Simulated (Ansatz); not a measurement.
A run of Ansatz 0.2.0 is set up as follows.

The input input.yaml:

```yaml
crystal:
  lattice:
    - [4.689, 0.0, 0.0]
    - [0.0, 4.689, 0.0]
    - [0.0, 0.0, 4.689]
  atoms:
    - { symbol: Ge, position: [0.158, 0.342, 0.658] }
    - { symbol: Ge, position: [0.342, 0.658, 0.158] }
    - { symbol: Ge, position: [0.658, 0.158, 0.342] }
    - { symbol: Ge, position: [0.842, 0.842, 0.842] }
    - { symbol: Fe, position: [0.865, 0.635, 0.365], spin: 0.75 }
    - { symbol: Fe, position: [0.635, 0.365, 0.865], spin: 0.75 }
    - { symbol: Fe, position: [0.365, 0.865, 0.635], spin: 0.75 }
    - { symbol: Fe, position: [0.135, 0.135, 0.135], spin: 0.75 }
hamiltonian:
  xc: pbesol
  pseudopotentials: { kind: paw }
magnetization:
  spin_polarized: true
  initial_magnetization: 3.0
  spin_locking: { lock_magnetization: hard }
kpoints:
  mp_grid: { grid: [5, 5, 5] }
scf:
  occupations: { method: fermi_dirac, width: 0.05 }
  lower_state_search: "off"
output:
  forces: true
  stress: true
  eigenvalues: true
```

Potentials or basis: Ansatz PAW.

Command:

```console
$ ansatz run input.yaml --threads 4 --pin off --max-ram 11264MiB --backend cpu --events-out ev --progress --plain --runs-dir out
```

(1) What does it give for the largest force?

(2) Estimate the pressure.

Answers

(1) 0.188 eV/Å.

(2) -11.4 GPa.

Caveat: the total moment is fixed, so each spin has its own Fermi level; the PAW data sets come from PBE, with cores solved anew for the run's functional, which leaves a small shift of forces and pressure; the thresholds are loose for stress.
